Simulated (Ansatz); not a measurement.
**C4H14N3Sc: how energies converge with the basis set**

Aim: see how fast density functionals converge with the basis set for C4H14N3Sc.

The runs use Ansatz 0.2.0, Gaussian basis; one geometry, several basis sets.

The runs, in order: PBE0-D4/def2-SVP; ωB97M-V/def2-SVP; PBE0-D4/def2-QZVPP; ωB97M-V/def2-QZVPP; the functionals' def2-TZVPP values are taken from earlier runs.

**1. The geometry**

All runs share one geometry, relaxed beforehand with PBE0-D4 in a triple-zeta def2 set.

SMILES `C[N](C)[Sc]([NH2])[N](C)C`, 22 atoms, charge 0, spin multiplicity 1.

Atoms are counted from 1 here; the program's logs count them from 0.

Bond lengths: C1–N2 1.442 Å, C1–H9 1.097 Å, C1–H10 1.102 Å, C1–H11 1.102 Å, N2–C3 1.437 Å, N2–Sc4 1.996 Å, C3–H12 1.102 Å, C3–H13 1.094 Å, C3–H14 1.102 Å, Sc4–N5 2.005 Å, Sc4–N6 1.996 Å, N5–H15 1.012 Å, N5–H16 1.012 Å, N6–C7 1.442 Å, N6–C8 1.437 Å, C7–H17 1.102 Å, C7–H18 1.097 Å, C7–H19 1.102 Å and more. Angles: N2–C1–H9 111.1°, N2–C1–H10 112.2°, N2–C1–H11 112.2°, H9–C1–H10 107.0°, H9–C1–H11 107.0°, H10–C1–H11 106.9°, C1–N2–C3 111.4°, C1–N2–Sc4 118.6°, C3–N2–Sc4 130.0°, N2–C3–H12 112.1°, N2–C3–H13 111.1°, N2–C3–H14 112.1°, H12–C3–H13 107.2°, H12–C3–H14 106.7°, H13–C3–H14 107.2°, N2–Sc4–N5 118.8°, N2–Sc4–N6 122.5°, N5–Sc4–N6 118.8° and more.

Coordinates:

```
C     1.3760   -0.7318   -2.5808
N     0.9237   -0.8782   -1.2199
C     1.3468   -2.1313   -0.6574
Sc   -0.1462    0.5967   -0.4047
N    -0.5459    2.2225   -1.5081
N    -0.8341    0.5138    1.4673
C    -1.5935    1.6295    1.9740
C    -0.6982   -0.5214    2.4551
H     1.0502    0.2261   -3.0039
H     0.9844   -1.5248   -3.2381
H     2.4746   -0.7629   -2.6608
H     0.9556   -2.9933   -1.2220
H     1.0009   -2.2369    0.3754
H     2.4442   -2.2318   -0.6455
H    -1.0741    3.0358   -1.2183
H    -0.2591    2.3911   -2.4641
H    -2.6132    1.3383    2.2736
H    -1.6935    2.4154    1.2158
H    -1.1198    2.0902    2.8559
H    -0.1826   -0.1653    3.3618
H    -0.1213   -1.3655    2.0650
H    -1.6746   -0.9163    2.7799
```

**2. PBE0-D4 in def2-SVP**

File in.yaml:

```yaml
crystal:
  periodic: [false, false, false]
  atoms:
    - {symbol: C, position_ang: [1.376018, -0.731781, -2.580841]}
    - {symbol: N, position_ang: [0.923651, -0.878180, -1.219929]}
    - {symbol: C, position_ang: [1.346768, -2.131332, -0.657426]}
    - {symbol: Sc, position_ang: [-0.146231, 0.596708, -0.404714]}
    - {symbol: N, position_ang: [-0.545929, 2.222494, -1.508145]}
    - {symbol: N, position_ang: [-0.834082, 0.513820, 1.467317]}
    - {symbol: C, position_ang: [-1.593503, 1.629459, 1.974032]}
    - {symbol: C, position_ang: [-0.698216, -0.521396, 2.455104]}
    - {symbol: H, position_ang: [1.050183, 0.226060, -3.003935]}
    - {symbol: H, position_ang: [0.984367, -1.524798, -3.238100]}
    - {symbol: H, position_ang: [2.474611, -0.762912, -2.660813]}
    - {symbol: H, position_ang: [0.955564, -2.993255, -1.221992]}
    - {symbol: H, position_ang: [1.000904, -2.236883, 0.375397]}
    - {symbol: H, position_ang: [2.444242, -2.231760, -0.645469]}
    - {symbol: H, position_ang: [-1.074128, 3.035841, -1.218303]}
    - {symbol: H, position_ang: [-0.259145, 2.391139, -2.464111]}
    - {symbol: H, position_ang: [-2.613189, 1.338265, 2.273567]}
    - {symbol: H, position_ang: [-1.693510, 2.415434, 1.215824]}
    - {symbol: H, position_ang: [-1.119835, 2.090178, 2.855873]}
    - {symbol: H, position_ang: [-0.182622, -0.165342, 3.361788]}
    - {symbol: H, position_ang: [-0.121333, -1.365515, 2.065020]}
    - {symbol: H, position_ang: [-1.674583, -0.916258, 2.779877]}
basis:
  gaussian: {orbitals: def2-SVP}
hamiltonian: {xc: pbe0, dispersion: d4}
output: {orbitals: {seedname: orbitals}}
```

On the command line:

```
ansatz run in.yaml --threads 4 --pin off --events-out ev --progress --plain --max-ram 46080MiB --backend cpu
```

The runs that follow: ωB97M-V in def2-SVP; PBE0-D4 in def2-QZVPP; ωB97M-V in def2-QZVPP.

Q: Predict the results of all the runs planned. Wanted: PBE0-D4: double and triple zeta above quadruple; ωB97M-V: double and triple zeta above quadruple.

As calculated:

| quantity | value |
| --- | --- |
| PBE0-D4: double and triple zeta above quadruple | 13.51, 0.92 eV |
| ωB97M-V: double and triple zeta above quadruple | 13.94, 0.88 eV |

For PBE0-D4 the step from double to triple zeta gains 12.59 eV and the next only 0.92 eV. Total energies overstate the basis error of differences, where much of it tends to cancel.
